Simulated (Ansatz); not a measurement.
**SiNi2: further runs on the relaxed cell**

An exercise on one series of results from a longer session: the logs are not shown, and one member is left open.

Program: Ansatz 0.2.0. Level of theory: DFT PBEsol, scalar-relativistic, plane waves, PAW. These are calculated values, not measurements.

1 further run of the same task is left out (set aside as unsound or not needed).

## The structure to begin with

It takes space group Pnma (No. 62, orthorhombic). The conventional cell has a = 4.917 Å, b = 3.698 Å, c = 7.008 Å, α = 90.00°, β = 90.00°, γ = 90.00°. Si (site symmetry m) has 10 Ni at 2.29 to 2.67 Å in its first shell of neighbours. Around Ni (site symmetry m) lie 5 Si at 2.32 to 2.55 Å and 8 Ni at 2.53 to 2.68 Å. Ni (site symmetry m) has 5 Si at 2.29 to 2.67 Å and 8 Ni at 2.54 to 2.68 Å in its first shell of neighbours.

Structure file:

```
Si Ni
1.0
     4.91662    0.00000    0.00000
     0.00000    3.69760    0.00000
     0.00000    0.00000    7.00759
Si Ni
4 8
Direct
  0.29161 0.75000 0.61339
  0.70839 0.25000 0.38661
  0.20839 0.25000 0.11339
  0.79161 0.75000 0.88661
  0.95782 0.75000 0.20748
  0.04218 0.25000 0.79252
  0.54218 0.25000 0.70748
  0.45782 0.75000 0.29252
  0.82852 0.75000 0.56031
  0.17148 0.25000 0.43969
  0.67148 0.25000 0.06031
  0.32852 0.75000 0.93969
```

It is the result of an earlier relaxation at this level (volume 10.62 Å³/atom; gap on the mesh: none (metal)).

The first run:

File input.yaml:

```yaml
crystal:
  lattice:
    - [4.9166167188, 0.0, 0.0]
    - [0.0, 3.6976004569, 0.0]
    - [0.0, 0.0, 7.0075876459]
  atoms:
    - { symbol: Si, position: [0.2916112968, 0.75, 0.6133916526] }
    - { symbol: Si, position: [0.7083887032, 0.25, 0.3866083474] }
    - { symbol: Si, position: [0.2083887032, 0.25, 0.1133916526] }
    - { symbol: Si, position: [0.7916112968, 0.75, 0.8866083474] }
    - { symbol: Ni, position: [0.9578150225, 0.75, 0.2074840741] }
    - { symbol: Ni, position: [0.0421849775, 0.25, 0.7925159259] }
    - { symbol: Ni, position: [0.5421849775, 0.25, 0.7074840741] }
    - { symbol: Ni, position: [0.4578150225, 0.75, 0.2925159259] }
    - { symbol: Ni, position: [0.8285234467, 0.75, 0.5603073518] }
    - { symbol: Ni, position: [0.1714765533, 0.25, 0.4396926482] }
    - { symbol: Ni, position: [0.6714765533, 0.25, 0.0603073518] }
    - { symbol: Ni, position: [0.3285234467, 0.75, 0.9396926482] }
basis:
  ecutwfc: 420
kpoints:
  mp_grid: { grid: [8, 10, 6] }
  band_path:
    path:
      - [[0.0, 0.0, 0.0], [0.5, 0.0, 0.0], [0.5, 0.5, 0.0], [0.0, 0.5, 0.0], [0.0, 0.0, 0.0], [0.0, 0.0, 0.5], [0.5, 0.0, 0.5], [0.5, 0.5, 0.5], [0.0, 0.5, 0.5], [0.0, 0.0, 0.5]]
      - [[0.5, 0.0, 0.0], [0.5, 0.0, 0.5]]
      - [[0.0, 0.5, 0.0], [0.0, 0.5, 0.5]]
      - [[0.5, 0.5, 0.0], [0.5, 0.5, 0.5]]
    npoints: 10
hamiltonian:
  xc: pbesol
scf:
  occupations: { method: gaussian, width: 0.1 }
  n_extra_bands: 30
output:
  forces: true
  stress: true
  eigenvalues: true
  populations: true
  dos: { projected: true, de: 0.02, nscf_kmesh: { grid: [12, 15, 9] } }
  bader: false
  write_density: true
  write_potential: true
  elf: true
  volumetric_format: npy
```

Command:

```
$ ansatz run input.yaml --threads 4 --pin off --max-ram 10240MiB --backend cpu --events-out ev --progress --plain --runs-dir out
```

Steps of the session up to this table: Electronic structure at the relaxed geometry; Volume × 0.97; Volume × 1.03; The cell scaled to 0.94 of its volume; Volume × 1.06.

One table of the session follows, with a row left open; its other results are not shown here.

It belongs to the step «Fit of the equation of state». 

| volume (Å³/atom) | energy above the lowest point (meV/atom) | pressure (GPa) |
| --- | --- | --- |
| 9.979 | 28.9 | 15.51 |
| 10.298 | 6.8 | 7.06 |
| 10.616 | 0.0 | 0.00 |
| 10.935 | ? | ? |
| 11.253 | 22.6 | -10.74 |

Q: Estimate the row for volume (Å³/atom) = 10.935 from the others.

Worked estimate for «energy above the lowest point (meV/atom)». A straight line through the neighbours (10.616, 0.0) and (11.253, 22.6) gives 0.0 + (22.6 − 0.0) × (10.935 − 10.616) / (11.253 − 10.616) = 11.3; a parabola fitted to 3 rows on both sides gives 5.3.

As computed: energy above the lowest point (meV/atom): 6.0; pressure (GPa): -5.85. In «energy above the lowest point (meV/atom)» the line misses by +5.3 and the parabola by -0.7.

To keep in mind: Spin polarisation is off in the runs that give these values; a magnetic solution could lie lower.
